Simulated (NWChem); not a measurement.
**HF/STO-3G run of C2H5ClSi (SMILES ClC1C[SiH2]1)**

What is the energy change on altering one bond length of C2H5ClSi at HF/STO-3G? 

The results are computed with NWChem 7.3.0.

4 further runs of the same task are left out: 4 set aside as unsound or not needed. Runs told in other sessions of the task aren't counted.

## Step 1: The molecule

C2H5ClSi: 9 atoms, total charge 0, spin state singlet. SMILES: `ClC1C[SiH2]1`. The coordinates come from a PBE0-D4/def2-TZVP relaxation.

Bond lengths: Cl1–C2 1.761 Å, C2–C3 1.532 Å, C2–Si4 1.855 Å, C3–Si4 1.853 Å, C2–H5 1.084 Å, C3–H6 1.086 Å, C3–H7 1.085 Å, Si4–H8 1.475 Å, Si4–H9 1.478 Å. Some angles: Cl1–C2–C3 117.2°, Cl1–C2–Si4 122.4°, C3–C2–Si4 65.5°, C2–C3–Si4 65.7°, C2–Si4–C3 48.8°, Cl1–C2–H5 110.3°, C3–C2–H5 115.4°, Si4–C2–H5 119.3°, C2–C3–H6 115.0°, C2–C3–H7 116.2°.

## Step 2: Energy and gradient at HF/STO-3G

File sp.nw:

```
start sp
memory 2200 mb
charge 0

geometry units atomic noautosym nocenter noautoz
   Cl  -1.15311088  -0.78725990  -4.26000960
   C   -0.83639278   0.70581271  -1.30372205
   C    1.75820119   0.57655544  -0.02702308
   Si  -0.78896066  -1.08678149   1.70812344
   H   -1.69999762   2.56360246  -1.35020932
   H    3.13562256  -0.60905873  -0.97925608
   H    2.54300445   2.36007896   0.61246024
   H   -0.85566799  -3.87034808   1.58491330
   H   -1.93489058   0.06009329   3.98221986
end

basis spherical bse
   * library STO-3G
end

scf
   thresh 1e-08
   maxiter 80
end

task scf gradient
```

Launch:

```sh
$ nwchem sp.nw > sp.out
```

The log of the run, cut to the lines that bear on the results:

```text
[...]
  functions       =    33
[...]
  wavefunction    = RHF
[...]
         Total SCF energy =   -817.852948278116
      One-electron energy =  -1535.033204632017
      Two-electron energy =    515.167349156279
 Nuclear repulsion energy =    202.012907197622
        Time for solution =      1.4s
[...]
                         RHF ENERGY GRADIENTS
    atom               coordinates                        gradient
                 x          y          z           x          y          z
   1 Cl     -1.153111  -0.787260  -4.260010    0.004093   0.012675   0.029765
   2 C      -0.836393   0.705813  -1.303722    0.010176  -0.003889  -0.037867
   3 C       1.758201   0.576555  -0.027023   -0.000326   0.013376  -0.019133
   4 Si     -0.788961  -1.086781   1.708123   -0.003010  -0.001549  -0.000530
   5 H      -1.699998   2.563602  -1.350209   -0.000966  -0.000363   0.001521
   6 H       3.135623  -0.609059  -0.979256    0.001863  -0.005892  -0.000992
   7 H       2.543004   2.360079   0.612460    0.001022   0.003933   0.002407
   8 H      -0.855668  -3.870348   1.584913   -0.000869  -0.030046  -0.001239
   9 H      -1.934891   0.060093   3.982220   -0.011983   0.011755   0.026068
[...]
```

Wall time 2.3 s (1 thread of AMD EPYC 9R45 (Zen 5), shared host); peak memory 0.099 GiB.

## Step 3: The distorted shape: the energy at HF/STO-3G

File calc.nw:

```
start calc
memory 2200 mb
geometry units angstroms noautosym nocenter noautoz
  Cl      -0.473113      -0.711503      -2.246921
  C       -0.305513       0.078597      -0.682521
  C        1.067487       0.010197      -0.006921
  Si      -0.280413      -0.870003       0.911279
  H       -0.899600       1.356600      -0.714500
  H        1.796387      -0.617203      -0.510821
  H        1.482787       0.953997       0.331479
  H       -0.315713      -2.343003       0.846079
  H       -0.886813      -0.263103       2.114679
end
basis spherical bse
  * library STO-3G
end
scf
  thresh 1e-08
  maxiter 80
  print low
end
task scf energy
```

Launch:

```sh
$ nwchem calc.nw > calc.out
```

The log of the run, cut to the lines that bear on the results:

```text
[...]
  functions       =    33
[...]
  wavefunction    = RHF
[...]
         Total SCF energy =   -817.797244992705
      One-electron energy =  -1532.112085049750
      Two-electron energy =    513.792410395260
 Nuclear repulsion energy =    200.522429661785
        Time for solution =      1.4s
 Task  times  cpu:        1.5s     wall:        1.5s
[...]
```

Run time: 2 s. Hardware: 1 thread of AMD EPYC 9R45 (Zen 5), shared host; peak memory 0.099 GiB.

## Step 4: Results

Level: HF/STO-3G.

```
                                                         quantity          value
                                        first shape: total energy  -817.85295 Eh
                                       first shape: dipole moment         3.27 D
                                         first shape: HOMO energy       -7.83 eV
                                         first shape: LUMO energy        9.57 eV
                                       first shape: HOMO–LUMO gap       17.40 eV
                            first shape: largest force on an atom     2.026 eV/Å
                                    distorted shape: total energy  -817.79724 Eh
energy change with the C2–H5 bond stretched from 1.084 to 1.410 Å       1.516 eV
```

In words: With the C2–H5 bond stretched from 1.084 to 1.410 Å the energy rises by 1.52 eV (146 kJ/mol). The first shape isn't relaxed at this level, so the change isn't measured from a minimum. The minimal basis adds a large error of its own. The largest force (first shape) is 2.03 eV/Å: the shape isn't a stationary point for this species at this level.
